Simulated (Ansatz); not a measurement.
# Zr (hcp type): the cost of one run

Method: DFT, PBE, PAW with Ansatz's default frozen-core files, scalar-relativistic, in Ansatz 0.2.0.

### Step 1. The system as given

Symmetry: P6_3/mmc, No. 194, hexagonal system. The conventional cell has a = 3.219 Å, b = 3.219 Å, c = 5.215 Å, α = 90.00°, β = 90.00°, γ = 120.00°. Around Zr (site symmetry -6m2) lie 12 Zr at 3.20 to 3.22 Å.

Structure file:

```
Zr
1.0
     3.21918    0.00000    0.00000
    -1.60959    2.78789    0.00000
     0.00000    0.00000    5.21508
Zr
2
Direct
  0.33333 0.66667 0.25000
  0.66667 0.33333 0.75000
```

Atoms are numbered in the order of the input: Zr1, Zr2.

### Step 2. Cell relaxed at zero pressure, PAW

Input file input.yaml:

```yaml
crystal:
  lattice:
    - [3.2191838095, 0.0, 0.0]
    - [-1.6095919048, 2.7878949585, 0.0]
    - [0.0, 0.0, 5.2150777714]
  atoms:
    - { symbol: Zr, position: [0.3333333333, 0.6666666667, 0.25] }
    - { symbol: Zr, position: [0.6666666667, 0.3333333333, 0.75] }
kpoints:
  mp_grid: { grid: [16, 16, 9] }
scf:
  occupations: { method: fermi_dirac, width: 0.05 }
hamiltonian:
  xc: pbe
  pseudopotentials: { kind: paw }
output:
  forces: true
  stress: true
relax:
  f_tol: 0.005
  max_steps: 40
  cell: {}
```

Launch:

```bash
> ansatz run input.yaml --threads 1 --pin off --max-ram 3584MiB --backend cpu --events-out ev --progress --plain --runs-dir out
```

What time and memory should one allow on 1 thread of Arm Neoverse V1, shared host?

About 21 s, with a peak of 0.39 GiB.
